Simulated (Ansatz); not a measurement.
# C2F3O2−: from a rough start to a minimum

What shape does C2F3O2− take? The plan is to relax it, check the end point by its vibrations and derive ideal-gas thermochemistry, and look at its orbitals and charge.

Computed with Ansatz 0.2.0, Gaussian basis. Level: RKS PBE0-D4/def2-TZVPD.

Levels to be run: relaxation at PBE0-D4/def2-TZVPD; harmonic vibrations at the same level; a single point in def2-TZVPPD for the fields.

### 1 Where the work starts

SMILES `O=C([O-])C(F)(F)F`, 7 atoms, charge -1, spin multiplicity 1.

Atoms are counted from 1 here; the program's logs count them from 0.

Bond lengths: O1–C2 1.219 Å, C2–O3 1.219 Å, C2–C4 1.652 Å, C4–F5 1.357 Å, C4–F6 1.357 Å, C4–F7 1.361 Å. Angles: O1–C2–O3 134.7°, O1–C2–C4 112.5°, O3–C2–C4 112.8°, C2–C4–F5 113.9°, C2–C4–F6 114.2°, C2–C4–F7 112.7°, F5–C4–F6 105.0°, F5–C4–F7 105.1°, F6–C4–F7 105.0°.

Geometry (Å):

```
O     1.6489   -0.8985    0.1340
C     0.4912   -0.7755    0.4955
O    -0.2254   -1.3590    1.2901
C    -0.2864    0.4580   -0.2818
F     0.5054    1.5294   -0.5415
F    -1.3488    0.9620    0.3960
F    -0.7849    0.0836   -1.4922
```

The start is a GFN2-xTB geometry.

### 2 Relaxation at PBE0-D4/def2-TZVPD

Input file in.yaml:

```yaml
crystal:
  periodic: [false, false, false]
  atoms:
    - {symbol: O, position_ang: [1.648880, -0.898490, 0.134040]}
    - {symbol: C, position_ang: [0.491210, -0.775500, 0.495450]}
    - {symbol: O, position_ang: [-0.225370, -1.359040, 1.290070]}
    - {symbol: C, position_ang: [-0.286450, 0.458020, -0.281810]}
    - {symbol: F, position_ang: [0.505400, 1.529410, -0.541530]}
    - {symbol: F, position_ang: [-1.348790, 0.961960, 0.395980]}
    - {symbol: F, position_ang: [-0.784880, 0.083640, -1.492210]}
basis:
  gaussian: {orbitals: def2-TZVPD}
total_charge: -1
hamiltonian: {xc: pbe0, dispersion: d4}
relax: {f_tol: 0.005, max_steps: 150}
```

The run is started by

```console
ansatz run in.yaml --threads 2 --pin off --events-out ev --progress --plain --max-ram 32768MiB --backend cuda --devices 0, --max-vram 18GiB
```

Further steps of the session: Harmonic vibrations; Orbitals, density and potential.

Q: Predict the results of all the runs planned. Wanted: point group; shift from the start; total energy; dispersion term; lowest, highest wavenumber; zero-point energy; HOMO, LUMO.

**Answer**, as computed:

```
                  quantity            value
               point group               Cs
                     steps               29
shift from the start (rms)          0.208 Å
              total energy   -14312.8970 eV
           dispersion term         -127 meV
lowest, highest wavenumber    18, 1787 cm⁻¹
         zero-point energy      68.5 kJ/mol
       entropy at 298.15 K  340.5 J/(mol K)
                HOMO, LUMO   -2.38, 4.07 eV
```

The atoms moved 0.21 Å (rms) from the start; the bond that changed most is C2–C4, from 1.652 to 1.577 Å. All wavenumbers are real, so the end point is a minimum. The stiffest mode, 1787 cm⁻¹, is a C–O stretch. Harmonic hybrid wavenumbers usually lie a few per cent above measured fundamentals. The largest Mulliken charge, +0.78 e, sits on C4. The HOMO lies mostly on O1 74 %; O3 14 % and the LUMO on F5, F6, F7 about 27 % each; O1, O3 about 8 % each.
